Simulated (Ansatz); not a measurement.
# VMo2S4: the cost of one run

Program: Ansatz 0.2.0. Level of theory: DFT LDA+U (U_eff = 8 eV on Mo d, V d), plane waves, PAW. These are calculated values, not measurements.

2 further runs of the same task are left out: 2 that didn't finish. Runs told in other sessions of the task aren't counted.

## (1) Starting point

It takes space group C2/m (No. 12, monoclinic). Conventional cell: a = 12.827 Å, b = 3.236 Å, c = 5.949 Å, α = 90.00°, β = 114.68°, γ = 90.00°. V (site symmetry 2/m) is surrounded by 6 S at 2.40 to 2.44 Å. Mo (site symmetry m) is surrounded by 6 S at 2.38 to 2.62 Å. S (site symmetry m) has 2 V at 2.40 Å and 3 Mo at 2.55 to 2.62 Å in its first shell of neighbours. Around S (site symmetry m) lie 3 Mo at 2.38 to 2.39 Å and 1 V at 2.44 Å.

As a file:

```cif
data_structure
_symmetry_space_group_name_H-M 'P 1'
_symmetry_Int_Tables_number 1
_cell_length_a 6.6144
_cell_length_b 6.6144
_cell_length_c 5.9490
_cell_angle_alpha 113.886
_cell_angle_beta 113.886
_cell_angle_gamma 28.318
_cell_volume 112.18
loop_
_atom_site_label
_atom_site_type_symbol
_atom_site_fract_x
_atom_site_fract_y
_atom_site_fract_z
_atom_site_occupancy
V1 V 0.00000 0.00000 0.00000 1
Mo1 Mo 0.74390 0.74390 0.69040 1
Mo2 Mo 0.25610 0.25610 0.30960 1
S1 S 0.63250 0.63250 0.97260 1
S2 S 0.36750 0.36750 0.02740 1
S3 S 0.10620 0.10620 0.44930 1
S4 S 0.89380 0.89380 0.55070 1
```

An earlier series on this cell reached its lowest free state from «antiferromagnetic start, free», perhaps among other starts.

## (2) No spin polarisation

Contents of input.yaml:

```yaml
crystal:
  lattice:
    - [6.41347421, -1.61799996, 0.0]
    - [6.41347421, 1.61799996, 0.0]
    - [-2.48430523, 0.0, 5.40544419]
  atoms:
    - { symbol: V, position: [0.0, 0.0, 0.0] }
    - { symbol: Mo, position: [0.7439, 0.7439, 0.6904] }
    - { symbol: Mo, position: [0.2561, 0.2561, 0.3096] }
    - { symbol: S, position: [0.6325, 0.6325, 0.9726] }
    - { symbol: S, position: [0.3675, 0.3675, 0.0274] }
    - { symbol: S, position: [0.1062, 0.1062, 0.4493] }
    - { symbol: S, position: [0.8938, 0.8938, 0.5507] }
basis:
  ecutwfc: 420
  ecutrho_ratio: 4
kpoints:
  mp_grid: { grid: [6, 6, 4] }
hamiltonian:
  xc: lda
  hubbard:
    sites:
      - { site: 0, l: d, u_eff: 8.0 }
      - { site: 1, l: d, u_eff: 8.0 }
      - { site: 2, l: d, u_eff: 8.0 }
scf:
  occupations: { method: gaussian, width: 0.05 }
  lower_state_search: "off"
  max_iter: 150
output:
  forces: true
  stress: true
  eigenvalues: true
  populations: true
  hubbard: { sites: [{ site: 0, l: d }, { site: 1, l: d }, { site: 2, l: d }] }
```

The run is started by

```sh
ansatz run input.yaml --threads 4 --pin off --max-ram 6144MiB --backend cpu --events-out ev --progress --plain --runs-dir out
```

What time and memory should one allow on 4 threads of Arm Neoverse V1, shared host?

About 53 s, with a peak of 0.85 GiB.
